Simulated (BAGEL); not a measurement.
# CH4FGeN (SMILES N=[C](F)[GeH3]): a chain of runs

Wanted: a single-point energy (HF/def2-SV(P)), then the energy (NEVPT2(2,2)/def2-SV(P)) of CH4FGeN. 

The calculation is run with BAGEL 1.2.2.

1 further run of the same task is left out (set aside as unsound or not needed).

**1. The system as given**

CH4FGeN has 8 atoms, charge 0, and is taken as a singlet. As SMILES, `N=[C](F)[GeH3]`. The C2–Ge4 distance was set to 2.670 Å, away from the relaxed value.

Bond lengths: N1–C2 1.246 Å, C2–F3 1.346 Å, N1–H5 1.016 Å, Ge4–H6 1.532 Å, Ge4–H7 1.534 Å, Ge4–H8 1.532 Å. Angles: N1–C2–F3 117.4°, C2–N1–H5 111.2°, H6–Ge4–H7 111.0°, H6–Ge4–H8 110.4°, H7–Ge4–H8 111.0°. A long bond or contact: C2–Ge4 2.670 Å.

**2. A single-point energy at HF/def2-SV(P) (density fitting with svp-jkfit) (run 1)**

job.json reads:

```json
{ "bagel" : [

{
  "title" : "molecule",
  "basis" : "def2-sv_p_.json",
  "df_basis" : "svp-jkfit",
  "angstrom" : true,
  "geometry" : [
    { "atom" : "N", "xyz" : [       2.570670,       0.268183,      -0.201122 ] },
    { "atom" : "C", "xyz" : [       1.582870,       0.073183,       0.532978 ] },
    { "atom" : "F", "xyz" : [       1.812170,      -0.081217,       1.849778 ] },
    { "atom" : "Ge", "xyz" : [      -1.019900,      -0.103800,      -0.035500 ] },
    { "atom" : "H", "xyz" : [       2.291970,       0.371283,      -1.172522 ] },
    { "atom" : "H", "xyz" : [      -1.766200,       1.006900,       0.710300 ] },
    { "atom" : "H", "xyz" : [      -1.149700,       0.071600,      -1.553900 ] },
    { "atom" : "H", "xyz" : [      -1.530700,      -1.479600,       0.403700 ] }
  ]
},

{ "title" : "hf" },

{ "title" : "print", "file" : "orbitals.molden", "orbitals" : true }

]}
```

The basis set def2-SV(P) is read from a file made from the Basis Set Exchange's data (not shown).

On the command line:

```bash
$ BAGEL_NUM_THREADS=1 BAGEL job.json > job.out
```

Standard output:

```text
* using 1 threads per process

  ===============================================================
  ===============================================================

  *** Geometry ***

  { "atom" : "N", "xyz" : [      4.857862,      0.506792,     -0.380065 ] },
  { "atom" : "C", "xyz" : [      2.991191,      0.138296,      1.007182 ] },
  { "atom" : "F", "xyz" : [      3.424505,     -0.153478,      3.495574 ] },
  { "atom" : "Ge", "xyz" : [     -1.927332,     -0.196154,     -0.067085 ] },
  { "atom" : "H", "xyz" : [      4.331196,      0.701623,     -2.215745 ] },
  { "atom" : "H", "xyz" : [     -3.337634,      1.902765,      1.342272 ] },
  { "atom" : "H", "xyz" : [     -2.172618,      0.135304,     -2.936445 ] },
  { "atom" : "H", "xyz" : [     -2.892604,     -2.796039,      0.762882 ] },

  Number of auxiliary basis functions:      567

  Since a DF basis is specified, we compute 2- and 3-index integrals:
    o Being stored without compression. Storage requirement is 0.031 GB

  Number of basis functions:       82
  Number of electrons      :       58

    * METHOD: MOLECULE                             0.33

  *** RHF ***

  === Nuclear Repulsion ===
   224.4410458121

      * DIIS with orbital gradients will be used.

  === RHF iteration (def2-sv_p_.json) ===
      0      -2268.71311515          0.01787023           0.12
      1      -2268.84189003          0.01230713           0.12
      2      -2268.91602108          0.00170232           0.12
      3      -2268.91894947          0.00078667           0.12
      4      -2268.91944174          0.00024448           0.12
      5      -2268.91955749          0.00011507           0.12
      6      -2268.91957592          0.00005461           0.12
      7      -2268.91958039          0.00001088           0.12
      8      -2268.91958054          0.00000316           0.12
      9      -2268.91958055          0.00000188           0.12
     10      -2268.91958055          0.00000037           0.12
     11      -2268.91958055          0.00000016           0.12
     12      -2268.91958055          0.00000005           0.12
     13      -2268.91958055          0.00000002           0.12
     14      -2268.91958055          0.00000001           0.12
     15      -2268.91958055          0.00000000           0.12
    * SCF iteration converged.

    * Permanent dipole moment:
           (    1.777017,     0.053417,     0.892948) a.u.

    * METHOD: HF                                   2.20

    * METHOD: PRINT                                0.01

  ===============================================================
```

It took 2.7 s on 1 thread of Arm Neoverse V1, shared host; peak memory 0.15 GiB.

**3. A single-point energy at NEVPT2(2,2)/def2-SV(P) (density fitting with svp-jkfit) (run 2)**

nevpt2.json reads:

```json
{ "bagel": [

{
  "title": "molecule",
  "basis": "def2-sv_p_.json",
  "df_basis": "svp-jkfit",
  "angstrom": true,
  "geometry": [
    { "atom": "N", "xyz": [    2.570670,    0.268183,   -0.201122 ] },
    { "atom": "C", "xyz": [    1.582870,    0.073183,    0.532978 ] },
    { "atom": "F", "xyz": [    1.812170,   -0.081217,    1.849778 ] },
    { "atom": "Ge", "xyz": [   -1.019900,   -0.103800,   -0.035500 ] },
    { "atom": "H", "xyz": [    2.291970,    0.371283,   -1.172522 ] },
    { "atom": "H", "xyz": [   -1.766200,    1.006900,    0.710300 ] },
    { "atom": "H", "xyz": [   -1.149700,    0.071600,   -1.553900 ] },
    { "atom": "H", "xyz": [   -1.530700,   -1.479600,    0.403700 ] }
  ]
},
{ "title": "hf" },
{ "title": "nevpt2", "nstate": 1, "nact": 2, "nclosed": 28, "active": [29, 30], "maxiter": 200, "natocc": true, "ncore": 12 },
{ "title": "print", "file": "orbitals.molden", "orbitals": true }

]}
```

The basis set def2-SV(P) is read from a file made from the Basis Set Exchange's data (not shown).

On the command line:

```bash
$ BAGEL_NUM_THREADS=1 BAGEL nevpt2.json > nevpt2.out
```

Standard output:

```text
* using 1 threads per process

  ===============================================================
  ===============================================================

  *** Geometry ***

  { "atom" : "N", "xyz" : [      4.857862,      0.506792,     -0.380065 ] },
  { "atom" : "C", "xyz" : [      2.991191,      0.138296,      1.007182 ] },
  { "atom" : "F", "xyz" : [      3.424505,     -0.153478,      3.495574 ] },
  { "atom" : "Ge", "xyz" : [     -1.927332,     -0.196154,     -0.067085 ] },
  { "atom" : "H", "xyz" : [      4.331196,      0.701623,     -2.215745 ] },
  { "atom" : "H", "xyz" : [     -3.337634,      1.902765,      1.342272 ] },
  { "atom" : "H", "xyz" : [     -2.172618,      0.135304,     -2.936445 ] },
  { "atom" : "H", "xyz" : [     -2.892604,     -2.796039,      0.762882 ] },

  Number of auxiliary basis functions:      567

  Since a DF basis is specified, we compute 2- and 3-index integrals:
    o Being stored without compression. Storage requirement is 0.031 GB

  Number of basis functions:       82
  Number of electrons      :       58

    * METHOD: MOLECULE                             0.34

  *** RHF ***

  === Nuclear Repulsion ===
   224.4410458121

      * DIIS with orbital gradients will be used.

  === RHF iteration (def2-sv_p_.json) ===
      0      -2268.71311515          0.01787023           0.12
      1      -2268.84189003          0.01230713           0.12
      2      -2268.91602108          0.00170232           0.12
      3      -2268.91894947          0.00078667           0.12
      4      -2268.91944174          0.00024448           0.12
      5      -2268.91955749          0.00011507           0.12
      6      -2268.91957592          0.00005461           0.12
      7      -2268.91958039          0.00001088           0.12
      8      -2268.91958054          0.00000316           0.12
      9      -2268.91958055          0.00000188           0.12
     10      -2268.91958055          0.00000037           0.12
     11      -2268.91958055          0.00000016           0.12
     12      -2268.91958055          0.00000005           0.12
     13      -2268.91958055          0.00000002           0.12
     14      -2268.91958055          0.00000001           0.12
     15      -2268.91958055          0.00000000           0.12
    * SCF iteration converged.

    * Permanent dipole moment:
           (    1.777017,     0.053417,     0.892948) a.u.

    * METHOD: HF                                   2.26

    * freezing 12 orbitals
  ---------------------------
      CASSCF calculation
  ---------------------------

    ==== Active orbitals : =====
         Orbital 29
         Orbital 30
    ============================

    * nstate   :      1
    * nclosed  :     28
    * nact     :      2
    * nvirt    :     52
  === CASSCF iteration (def2-sv_p_.json) ===

    * Using the second-order algorithm

      0  0     -2268.92709653     1.34e-03      0.04

      1  0     -2268.94483033     1.39e-03      0.65

      2  0     -2268.94916823     3.73e-04      0.61

      3  0     -2268.94945875     1.73e-04      0.64

      4  0     -2268.94947905     7.33e-05      0.62

      5  0     -2268.94948107     2.82e-05      0.67

      6  0     -2268.94948131     1.05e-05      0.66

      7  0     -2268.94948135     3.80e-06      0.68

      8  0     -2268.94948135     1.37e-06      0.67

      9  0     -2268.94948135     4.93e-07      0.69

     10  0     -2268.94948135     1.77e-07      0.64

     11  0     -2268.94948135     6.36e-08      0.61

     12  0     -2268.94948135     2.28e-08      0.57

     13  0     -2268.94948135     8.21e-09      0.55

    * Second-order optimization converged. *

     guess   0:   closed 1.                   open ..

  === FCI iteration ===

      0  0     -2268.91805733     7.02e-02      0.00
      1  0     -2268.94929357     4.61e-03      0.00
      2  0 *   -2268.94948135     2.31e-16      0.00

     * ci vector, state   0, <S^2> = 0.0000
       2.     0.9758402412
       .2    -0.2184852939

  === DF-NEVPT2 calculation ===

    * 3-index integral transformation done
    * assembly done

      NEVPT2 correlation energy:   -0.6579743019      0.20

          (+0)     -0.5782155768
          (+0)'    -0.0188947264
          (+1)     -0.0200178710
          (+1)'    -0.0000000000
          (+2)     -0.0005505070
          (-1)     -0.0362496618
          (-1)'     0.0000000000
          (-2)     -0.0040459589

      NEVPT2 total energy:       -2269.6074556517

    * METHOD: NEVPT2                               8.99

    * METHOD: PRINT                                0.01

  ===============================================================
```

Wall time 12 s (1 thread of Arm Neoverse V1, shared host); peak memory 0.15 GiB.

**4. What came out**

```
                                   quantity           value
         run 1, HF/def2-SV(P): total energy  -2268.91958 Eh
        run 1, HF/def2-SV(P): dipole moment          5.06 D
          run 1, HF/def2-SV(P): HOMO energy       -10.09 eV
          run 1, HF/def2-SV(P): LUMO energy         1.36 eV
        run 1, HF/def2-SV(P): HOMO–LUMO gap        11.45 eV
run 2, NEVPT2(2,2)/def2-SV(P): total energy  -2269.60746 Eh
```
